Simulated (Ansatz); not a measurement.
# C2H6AlClO: the cost of one run

Computed with the Python package of Ansatz 0.2.0. The levels of theory stand in the script.

**1. The structure**

Bond lengths: C1–Al2 1.943 Å, Al2–O3 1.805 Å, Al2–C4 2.028 Å, C4–Cl5 1.785 Å, C1–H6 1.080 Å, C1–H7 1.161 Å, C1–H8 1.099 Å, O3–H9 1.045 Å, C4–H10 1.039 Å, C4–H11 1.125 Å. Angles (14 of 16 angles, heavy atoms first): C1–Al2–O3 118.5°, C1–Al2–C4 123.0°, O3–Al2–C4 118.6°, Al2–C4–Cl5 107.7°, Al2–C1–H6 113.6°, Al2–C1–H7 108.1°, Al2–C1–H8 109.8°, Al2–O3–H9 106.6°, Al2–C4–H10 109.8°, Al2–C4–H11 104.8°, Cl5–C4–H10 112.5°, Cl5–C4–H11 106.6°, H6–C1–H7 106.4°, H6–C1–H8 112.6°.

The script reads c2h6alclo.xyz:

```xyz
11

C    -1.61560   -0.50090    0.54720
Al    0.29980   -0.33770    0.26230
O     1.41580   -1.07300    1.47620
C     1.10060    0.61550   -1.33850
Cl    0.47740    2.28770   -1.34120
H    -1.87430   -0.99090    1.47370
H    -2.06310    0.56850    0.60520
H    -2.08350   -0.97620   -0.32690
H     1.61910   -0.33030    2.18320
H     2.13740    0.57730   -1.28750
H     0.65180    0.10300   -2.23330
```

**2. Script**

methods.py reads:

```python
from pathlib import Path

import ansatz as az
import numpy as np


def main() -> None:
    system = az.Crystal.molecule_from_extxyz("c2h6alclo.xyz")

    calculation = system.calculation().basis(gaussian="def2-SVP")

    print("functional    E (Ha)        dipole (D)   HOMO (eV)  LUMO (eV)")
    for name in ["hse06", "pbe", "lda", "pbe0", "lc_wpbe", "cam_b3lyp"]:
        r = calculation.functional(name).forces().orbitals().run(threads=1, runs_dir="runs").report
        lines = Path(r["orbitals_path"]).read_text().splitlines()
        field_of = lambda key: [line.split("=")[1].strip() for line in lines if line.startswith(key)]
        orbitals = [(27.211386 * float(e), s, float(n)) for e, s, n in zip(field_of("Ene="), field_of("Spin="), field_of("Occup="))]
        homo = max(e for e, _, n in orbitals if n > 0.5)
        lumo = min(e for e, _, n in orbitals if n < 0.5)
        dipole = 4.803205 * np.linalg.norm(r["charge_distribution"]["dipole_moment_e_ang"])
        print(f"{name:10s} {r['free_energy_ev'] / 27.211386246:14.6f} {dipole:9.3f} {homo:11.3f} {lumo:10.3f}")


if __name__ == "__main__":
    main()
```

**3. The input behind the calls**

The package turns the script's settings into the engine's input (first run):

```yaml
crystal:
  periodic: [false, false, false]
  atoms:
    - { symbol: C, position_ang: [-1.6156, -0.5009, 0.5472] }
    - { symbol: Al, position_ang: [0.2998, -0.3377, 0.2623] }
    - { symbol: O, position_ang: [1.4158, -1.073, 1.4762] }
    - { symbol: C, position_ang: [1.1006, 0.6155, -1.3385] }
    - { symbol: Cl, position_ang: [0.4774, 2.2877, -1.3412] }
    - { symbol: H, position_ang: [-1.8743, -0.9909, 1.4737] }
    - { symbol: H, position_ang: [-2.0631, 0.5685, 0.6052] }
    - { symbol: H, position_ang: [-2.0835, -0.9762, -0.3269] }
    - { symbol: H, position_ang: [1.6191, -0.3303, 2.1832] }
    - { symbol: H, position_ang: [2.1374, 0.5773, -1.2875] }
    - { symbol: H, position_ang: [0.6518, 0.103, -2.2333] }
basis:
  gaussian:
    orbitals: def2-SVP
hamiltonian:
  xc: hse06
output:
  orbitals: {}
  forces: true
```

**4. The run**

Run with:

```sh
$ python methods.py
```

Q: Estimate wall time and peak memory on 1 thread of Arm Neoverse V1, shared host.

About 28 s, with a peak of 0.32 GiB.
